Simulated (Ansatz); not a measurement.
# HBrF radical: geometry and frequencies at several levels

One table from this session's results is given with a row withheld; the runs are named, their logs left out.

Computed with Ansatz 0.2.0 (the levels named in each step, unless a step's input says otherwise).

## Starting point

Bond lengths: F1–H3 0.932 Å.

Structure file:

```xyz
3

F    -2.4533    0.6502   -1.3593
Br    0.6057   -0.1646    0.3482
H    -1.7738    0.7913   -1.9821
```

Set-up of the first run:

File input.yaml:

```yaml
crystal:
  periodic: [false, false, false]
  atoms:
    - { symbol: F, position_ang: [-2.1607407, 0.56924454, -1.18669575] }
    - { symbol: Br, position_ang: [0.33719976, -0.09146364, 0.19337277] }
    - { symbol: H, position_ang: [-1.79786907, 0.7990691, -1.99988702] }
magnetization:
  spin_polarized: true
  initial_magnetization: 1
basis:
  gaussian: { orbitals: def2-TZVPP }
hamiltonian:
  xc: pbe0
  dispersion: d4
phonons: {}
```

Launch:

```bash
$ ansatz run input.yaml --threads 2 --pin off --max-ram 5120MiB --backend cpu --events-out ev --progress --plain --runs-dir out
```

Steps of the session up to this table: Frequencies, PBE0-D4/def2-TZVPP; Relaxation, PBE-D4/def2-TZVPP; Frequencies, PBE-D4/def2-TZVPP; Relaxation, r2SCAN-D4/def2-TZVPP; Frequencies, r2SCAN-D4/def2-TZVPP; Relaxation, B3LYP-D4/def2-TZVPP; Frequencies, B3LYP-D4/def2-TZVPP; Relaxation, B2PLYP/def2-TZVPP.

One table of the session follows, with a row left open; its other results are not shown here.

It belongs to the step «Geometries side by side». 

| level | F1–H3 (Å) | dipole (D) | highest frequency (cm⁻¹) |
| --- | --- | --- | --- |
| PBE0-D4/def2-TZVPP | 0.9197 | 1.87 | 4129 |
| PBE-D4/def2-TZVPP | ? | ? | ? |
| r2SCAN-D4/def2-TZVPP | 0.9240 | 1.85 | 4047 |
| B3LYP-D4/def2-TZVPP | 0.9240 | 1.89 | 4057 |
| B2PLYP/def2-TZVPP | 0.9210 | 1.90 | - |

**Question.** Estimate the row for PBE-D4/def2-TZVPP.

**Answer.** F1–H3 (Å): 0.9343; dipole (D): 1.75; highest frequency (cm⁻¹): 3911. In the column «F1–H3 (Å)» it is the highest.
